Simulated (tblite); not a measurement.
# triplet CH6OSi2: levels of theory compared

Aim: a comparison of 3 runs (GFN2-xTB, GFN1-xTB, IPEA1-xTB) of triplet CH6OSi2. The job is set up through a Python script.

The results are computed with tblite 0.8.0.

24 further runs of the same task are left out: 24 set aside as unsound or not needed.

## (1) The structure to begin with

CH6OSi2 has 10 atoms, charge 0, and is taken as a triplet. SMILES of the parent species: `O=C([SiH3])[SiH3]`. The shape is that of a GFN2-xTB optimisation. That shape belongs to the parent species and isn't relaxed for this state.

Bond lengths: O1–C2 1.217 Å, C2–Si3 1.933 Å, C2–Si4 1.933 Å, Si3–H5 1.463 Å, Si3–H6 1.463 Å, Si3–H7 1.458 Å, Si4–H8 1.458 Å, Si4–H9 1.462 Å, Si4–H10 1.463 Å. Some angles: O1–C2–Si3 119.3°, O1–C2–Si4 119.3°, Si3–C2–Si4 121.4°, C2–Si3–H5 106.4°, C2–Si3–H6 106.4°, C2–Si3–H7 109.3°, C2–Si4–H8 109.3°, C2–Si4–H9 106.4°, C2–Si4–H10 106.4°, H5–Si3–H6 110.3°.

## (2) Energy and forces at GFN2-xTB (run 1)

run.py

```python
# GFN2-xTB energy and gradient
import json
import numpy as np
from tblite.interface import Calculator
from tblite.interface import symbols_to_numbers

geometry = """
O      1.542250    -0.695570    -1.054480
C      0.601150    -0.271000    -0.410770
Si    -0.089510     1.493110    -0.795420
Si    -0.172290    -1.374810     0.975030
H     -1.495390     1.316940    -1.158660
H      0.022480     2.261020     0.444240
H      0.683510     2.086570    -1.879210
H      0.539060    -2.645950     1.032480
H     -0.049220    -0.620370     2.221820
H     -1.582040    -1.549960     0.624960
"""
lines = [l.split() for l in geometry.strip().splitlines()]
symbols = [l[0] for l in lines]
numbers = np.array(symbols_to_numbers(symbols))
positions = np.array([l[1:4] for l in lines], float) / 0.52917721

tb = Calculator("GFN2-xTB", numbers, positions, charge=0, uhf=2)
tb.set("verbosity", 0)
tb.set("accuracy", 0.1)
tb.add("spin-polarization", 1.0)
result = tb.singlepoint()

print(f"Total energy: {result.get('energy'):.8f} Eh")
eps = np.atleast_2d(result.get("orbital-energies")) * 27.211386
occ = np.atleast_2d(result.get("orbital-occupations"))
filled = occ.sum(axis=0) if eps.shape[0] == 1 else occ[0]
homo = np.nonzero(filled > 0.5)[0].max()
print(f"HOMO {eps[0, homo]:.4f} eV")
if homo + 1 < eps.shape[1]:
    print(f"LUMO {eps[0, homo + 1]:.4f} eV, gap {eps[0, homo + 1] - eps[0, homo]:.4f} eV")
mu = result.get("dipole") * 2.541746
print(f"Dipole moment: {np.linalg.norm(mu):.4f} D, components " + " ".join(f"{c:.4f}" for c in mu))
q = result.get("charges")
g = result.get("gradient")
print("atom     charge      dE/dx        dE/dy        dE/dz   (Eh/bohr)")
for i, s in enumerate(symbols):
    print(f"{s:<2}{i + 1:<3} {q[i]:9.4f} {g[i, 0]:12.7f} {g[i, 1]:12.7f} {g[i, 2]:12.7f}")
print(f"gradient norm {np.linalg.norm(g):.6f} Eh/bohr")
out = {k: np.asarray(result.get(k)).tolist() for k in ("energy", "gradient", "charges", "dipole", "orbital-energies", "orbital-occupations")}
out.update(symbols=symbols, positions=(positions * 0.529177210903).tolist())
json.dump(out, open("results.json", "w"))
```

On the command line:

```bash
$ python run.py
```

What it wrote:

```text
Total energy: -12.61542971 Eh
HOMO -7.4793 eV
LUMO -5.8250 eV, gap 1.6544 eV
Dipole moment: 2.7281 D, components -2.1063 0.9535 1.4481
atom     charge      dE/dx        dE/dy        dE/dz   (Eh/bohr)
O 1     -0.3581   -0.0427453    0.0192574    0.0291955
C 2     -0.0386    0.0411728   -0.0185123   -0.0280887
Si3      0.4474   -0.0013319    0.0109070   -0.0050224
Si4      0.4474   -0.0018004   -0.0092417    0.0074840
H 5     -0.0896    0.0022953   -0.0011485    0.0006001
H 6     -0.0895    0.0004898   -0.0022801   -0.0012888
H 7     -0.0699   -0.0003945    0.0012021   -0.0003930
H 8     -0.0699   -0.0003968   -0.0009614    0.0009192
H 9     -0.0894    0.0005220   -0.0001469   -0.0026793
H 10    -0.0898    0.0021891    0.0009245   -0.0007264
gradient norm 0.078735 Eh/bohr
```

Run time: 0.3 s. Hardware: 1 thread of Intel Xeon at 2.50GHz (Skylake/Cascade Lake), shared host.

## (3) Energy and gradient at GFN1-xTB (run 2)

calc.py

```python
# GFN1-xTB energy and gradient
import json
import numpy as np
from tblite.interface import Calculator

symbols = ["O", "C", "Si", "Si", "H", "H", "H", "H", "H", "H"]
numbers = np.array([8, 6, 14, 14, 1, 1, 1, 1, 1, 1])
positions = np.array([  # bohr
    [2.914430, -1.314437, -1.992678],
    [1.136009, -0.512116, -0.776243],
    [-0.169149, 2.821569, -1.503126],
    [-0.325581, -2.598014, 1.842540],
    [-2.825878, 2.488656, -2.189550],
    [0.042481, 4.272709, 0.839492],
    [1.291647, 3.943046, -3.551192],
    [1.018676, -5.000121, 1.951104],
    [-0.093012, -1.172329, 4.198631],
    [-2.989622, -2.929000, 1.181003],
])

calculator = Calculator("GFN1-xTB", numbers, positions, charge=0, uhf=2)
calculator.set("accuracy", 0.1)
calculator.add("spin-polarization", 1.0)
result = calculator.singlepoint()

print(f"E(total): {result.get('energy') * 2625.4996:.8f} kJ/mol")
eps = np.atleast_2d(result.get("orbital-energies")) * 27.211386
occ = np.atleast_2d(result.get("orbital-occupations"))
filled = occ.sum(axis=0) if eps.shape[0] == 1 else occ[0]
homo = np.nonzero(filled > 0.5)[0].max()
print(f"HOMO {eps[0, homo]:.4f} eV")
if homo + 1 < eps.shape[1]:
    print(f"LUMO {eps[0, homo + 1]:.4f} eV, gap {eps[0, homo + 1] - eps[0, homo]:.4f} eV")
mu = result.get("dipole") * 2.541746
print(f"|mu|: {np.linalg.norm(mu):.4f} D, components " + " ".join(f"{c:.4f}" for c in mu))
q = result.get("charges")
g = result.get("gradient")
print("atom     charge      dE/dx        dE/dy        dE/dz   (Eh/bohr)")
for i, s in enumerate(symbols):
    print(f"{s:<2}{i + 1:<3} {q[i]:9.4f} {g[i, 0]:12.7f} {g[i, 1]:12.7f} {g[i, 2]:12.7f}")
print(f"gradient norm {np.linalg.norm(g):.6f} Eh/bohr")
out = {k: np.asarray(result.get(k)).tolist() for k in ("energy", "gradient", "charges", "dipole", "orbital-energies", "orbital-occupations")}
out.update(symbols=symbols, positions=(positions * 0.529177210903).tolist())
json.dump(out, open("results.json", "w"))
```

On the command line:

```bash
$ python calc.py
```

What it wrote:

```text
------------------------------------------------------------
  cycle        total energy    energy error   density error
------------------------------------------------------------
      1     -13.47644612182  -1.3582514E+01   3.6598856E-01
      2     -13.65497556916  -1.7852945E-01   2.0167813E-01
      3     -13.65638788092  -1.4123118E-03   9.6550323E-02
      4     -13.65667447739  -2.8659647E-04   1.5480335E-02
      5     -13.65700661142  -3.3213403E-04   3.1572463E-03
      6     -13.65701055450  -3.9430779E-06   1.4301946E-03
      7     -13.65700943893   1.1155677E-06   9.7712567E-04
      8     -13.65701251245  -3.0735200E-06   3.9243052E-04
      9     -13.65701284243  -3.2998727E-07   1.2094708E-04
     10     -13.65701289060  -4.8161541E-08   1.6972694E-05
     11     -13.65701289004   5.5409544E-10   1.7391072E-05
     12     -13.65701289097  -9.3201180E-10   7.1383652E-07
------------------------------------------------------------

 total:                                   0.026 sec
E(total): -35856.48188245 kJ/mol
HOMO -8.8924 eV
LUMO -6.1864 eV, gap 2.7060 eV
|mu|: 3.0213 D, components -2.3329 1.0556 1.6036
atom     charge      dE/dx        dE/dy        dE/dz   (Eh/bohr)
O 1     -0.4368   -0.0643180    0.0289800    0.0439453
C 2      0.1792    0.0625025   -0.0281262   -0.0426683
Si3      0.3000   -0.0009705    0.0110881   -0.0054673
Si4      0.3001   -0.0015004   -0.0097738    0.0074098
H 5     -0.0658   -0.0013951   -0.0038836   -0.0004534
H 6     -0.0657    0.0019985   -0.0017866    0.0031595
H 7     -0.0397    0.0015330    0.0027842   -0.0031624
H 8     -0.0397    0.0013760   -0.0042218    0.0011320
H 9     -0.0656    0.0021574    0.0035235   -0.0001747
H 10    -0.0659   -0.0013834    0.0014163   -0.0037207
gradient norm 0.117656 Eh/bohr
```

It took 0.37 s on 1 thread of Intel Xeon at 2.50GHz (Skylake/Cascade Lake), shared host.

## (4) Energy and forces at IPEA1-xTB (run 3)

molecule.xyz

```xyz
10

O      1.542250    -0.695570    -1.054480
C      0.601150    -0.271000    -0.410770
Si    -0.089510     1.493110    -0.795420
Si    -0.172290    -1.374810     0.975030
H     -1.495390     1.316940    -1.158660
H      0.022480     2.261020     0.444240
H      0.683510     2.086570    -1.879210
H      0.539060    -2.645950     1.032480
H     -0.049220    -0.620370     2.221820
H     -1.582040    -1.549960     0.624960
```

run.py

```python
import json
import numpy as np
from tblite.interface import Calculator
from tblite.interface import symbols_to_numbers

symbols = list(map(str, np.loadtxt("molecule.xyz", skiprows=2, usecols=0, dtype=str, ndmin=1)))
numbers = np.array(symbols_to_numbers(symbols))
positions = np.loadtxt("molecule.xyz", skiprows=2, usecols=(1, 2, 3), ndmin=2) / 0.5291772

calc = Calculator("IPEA1-xTB", numbers, positions, charge=0, uhf=2)
calc.set("accuracy", 0.1)
calc.add("spin-polarization", 1.0)
sp = calc.singlepoint()

print(f"Total energy: {sp.get('energy') * 627.5095:.8f} kcal/mol")
eps = np.atleast_2d(sp.get("orbital-energies")) * 27.211386
occ = np.atleast_2d(sp.get("orbital-occupations"))
filled = occ.sum(axis=0) if eps.shape[0] == 1 else occ[0]
homo = np.nonzero(filled > 0.5)[0].max()
print("  MO   occupation   energy/eV")
for i in range(max(0, homo - 4), min(eps.shape[1], homo + 5)):
    print(f"{i + 1:4d} {filled[i]:10.4f} {eps[0, i]:12.4f}")
mu = sp.get("dipole") * 2.541746
print(f"|mu|: {np.linalg.norm(mu):.4f} D, components " + " ".join(f"{c:.4f}" for c in mu))
q = sp.get("charges")
g = sp.get("gradient")
print("atom     charge      dE/dx        dE/dy        dE/dz   (Eh/bohr)")
for i, s in enumerate(symbols):
    print(f"{s:<2}{i + 1:<3} {q[i]:9.4f} {g[i, 0]:12.7f} {g[i, 1]:12.7f} {g[i, 2]:12.7f}")
print(f"gradient norm {np.linalg.norm(g):.6f} Eh/bohr")
out = {k: np.asarray(sp.get(k)).tolist() for k in ("energy", "gradient", "charges", "dipole", "orbital-energies", "orbital-occupations")}
out.update(symbols=symbols, positions=(positions * 0.529177210903).tolist())
json.dump(out, open("results.json", "w"))
```

On the command line:

```bash
$ python run.py
```

What it wrote:

```text
------------------------------------------------------------
  cycle        total energy    energy error   density error
------------------------------------------------------------
      1     -14.02296304298  -1.4156783E+01   3.1978631E-01
      2     -14.09911430017  -7.6151257E-02   2.2177254E-01
      3     -14.08043621170   1.8678088E-02   1.3381892E-01
      4     -14.17166465320  -9.1228441E-02   4.7475245E-02
      5     -14.18917544908  -1.7510796E-02   4.0737139E-03
      6     -14.18928593045  -1.1048137E-04   2.7429395E-03
      7     -14.18931628703  -3.0356583E-05   8.5832399E-04
      8     -14.18932214646  -5.8594306E-06   1.2125701E-04
      9     -14.18932219990  -5.3441610E-08   3.0758011E-05
     10     -14.18932219777   2.1364208E-09   3.0320899E-05
     11     -14.18932220174  -3.9736285E-09   3.3943654E-06
     12     -14.18932220177  -2.8801850E-11   1.7105143E-06
------------------------------------------------------------

 total:                                   0.035 sec
Total energy: -8903.93448017 kcal/mol
  MO   occupation   energy/eV
   9     1.0000     -13.3929
  10     1.0000     -13.3488
  11     1.0000     -13.3457
  12     1.0000     -10.3346
  13     1.0000      -8.5882
  14     0.0000      -6.9432
  15     0.0000      -6.2201
  16     0.0000      -5.6756
  17     0.0000      -5.5590
|mu|: 2.2096 D, components -1.7043 0.7729 1.1749
atom     charge      dE/dx        dE/dy        dE/dz   (Eh/bohr)
O 1     -0.2482   -0.0536474    0.0241467    0.0366149
C 2      0.0584    0.0524222   -0.0235451   -0.0357261
Si3      0.2026    0.0030441    0.0059342   -0.0062007
Si4      0.2026    0.0027223   -0.0082891    0.0025717
H 5     -0.0388   -0.0113473   -0.0050754   -0.0029639
H 6     -0.0387    0.0027047    0.0036489    0.0119107
H 7     -0.0302    0.0065656    0.0069851   -0.0104205
H 8     -0.0302    0.0059952   -0.0128500    0.0017181
H 9     -0.0387    0.0029378    0.0088526    0.0086217
H 10    -0.0388   -0.0113972    0.0001921   -0.0061259
gradient norm 0.102982 Eh/bohr
```

Run time: 0.45 s. Hardware: 1 thread of Intel Xeon at 2.50GHz (Skylake/Cascade Lake), shared host.

## (5) Overview of the runs

```tsv
run	level	energy (Eh)	dipole moment (D)	HOMO energy (eV)	LUMO energy (eV)	wall time
1	GFN2-xTB	-12.615430	2.73	-7.48	-5.82	0.3 s
2	GFN1-xTB	-13.657013	3.02	-8.89	-6.19	0.37 s
3	IPEA1-xTB	-14.189322	2.21	-8.59	-6.94	0.45 s
```

## (6) What came out

| quantity | value |
| --- | --- |
| run 3: total energy | -14.18932 Eh |
| run 3: dipole moment | 2.21 D |
| run 3: HOMO energy (as the program lists it) | -8.59 eV |
| run 3: LUMO energy (as the program lists it) | -6.94 eV |
| run 3: largest force on an atom | 3.563 eV/Å |

**Reading.** The dipole moment (its size) runs from 2.21 D (IPEA1-xTB) to 3.02 D (GFN1-xTB). Force-field and semi-empirical energies have zeros of their own, so their totals don't compare. All runs together took 1.1 s, the longest 0.45 s.
